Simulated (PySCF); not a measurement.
# EuCl: bond curves at several levels of theory

What are the lowest state that PBE0 finds, the bond length, vibrational wavenumber and bond energy of EuCl, and how much do these hang on the method?

Program: PySCF 2.14.0. Level of theory: Eu x2c-SVPall, Cl x2c-SVPall, spin-free X2C with a Gaussian nucleus. These are calculated values, not measurements.

### Step 1. Input

A driver script around PySCF takes these settings:

| Item | Value |
| --- | --- |
| atoms | Eu, Cl |
| charge | 0 |
| basis | Eu x2c-SVPall, Cl x2c-SVPall |
| Hamiltonian | spin-free X2C with a Gaussian nucleus |
| basis functions | 103 |
| electrons treated | 80 |
| masses in u | 152.9212, 34.9689 |
| levels | PBE0, PBE, r²SCAN, B97-3, B2PLYP, HF, MP2, SCS-MP2 |
| grid | 80 radial by 434 angular points |
| occupations | held fixed by the projection of orbital angular momentum |
| dissociation limit | Eu + Cl, each in its ground configuration |
| starting distance in angstrom | 2.480 |
| values of 2S to try | 6, 8 |

Launch:

```console
$ OMP_NUM_THREADS=2 python dia.py task.json out
```

Further steps of the session: First curve: PBE0; Higher solutions at PBE0; PBE (GGA); r²SCAN (meta-GGA); B97-3 (global hybrid GGA); B2PLYP (double hybrid); UHF (mean field).

What does the calculation give? Wanted: for each run, Re; ωe; De; μ.

The runs gave:

Lowest PBE0 solution found, without spin–orbit coupling: ⁹Σ⁻ (nonet), unpaired electrons σ ↑↑, π ↑↑, δ ↑↑, φ ↑↑, about 7.0 electrons in the 4f shell (Mulliken). State 2 has its PBE0 minimum 0.25 eV higher, as a spin-mixed determinant (⟨S²⟩ = 13.00), so this is no gap between pure states. The other levels ran on the lowest alone.

```csv
level,Re (Å),ωe (cm⁻¹),De (eV),μ (D)
UHF,2.635,286.6,3.83,-5.15
UHF-MP2,2.521,319,4.27,n/a
UHF-SCS-MP2,2.545,312,4.06,n/a
PBE,2.539,300,4.68,-4.39
r²SCAN,2.548,302,5.02,-4.75
PBE0,2.547,302,4.62,-4.68
B97-3,2.572,292.1,4.25,-4.76
B2PLYP,2.550,306,4.28,-4.85
```

De is counted to Eu + Cl in their ground configurations. A positive dipole means Eu(−)Cl(+).

In words: The methods spread over 0.114 Å in bond length, from UHF-MP2 to UHF. Of the levels with a De here, UHF gives the least (3.83 eV) and r²SCAN the most (5.02 eV).

Correlated steps freeze 23 core orbitals. These are scalar-relativistic numbers at best; spin–orbit coupling would shift them, the dissociation energy most. B2PLYP dipoles, levels and charges come from its SCF part alone. With d or f electrons several states lie close, and the lowest PBE0 determinant need not be the measured ground state. With spin–orbit coupling the term label itself may not hold.
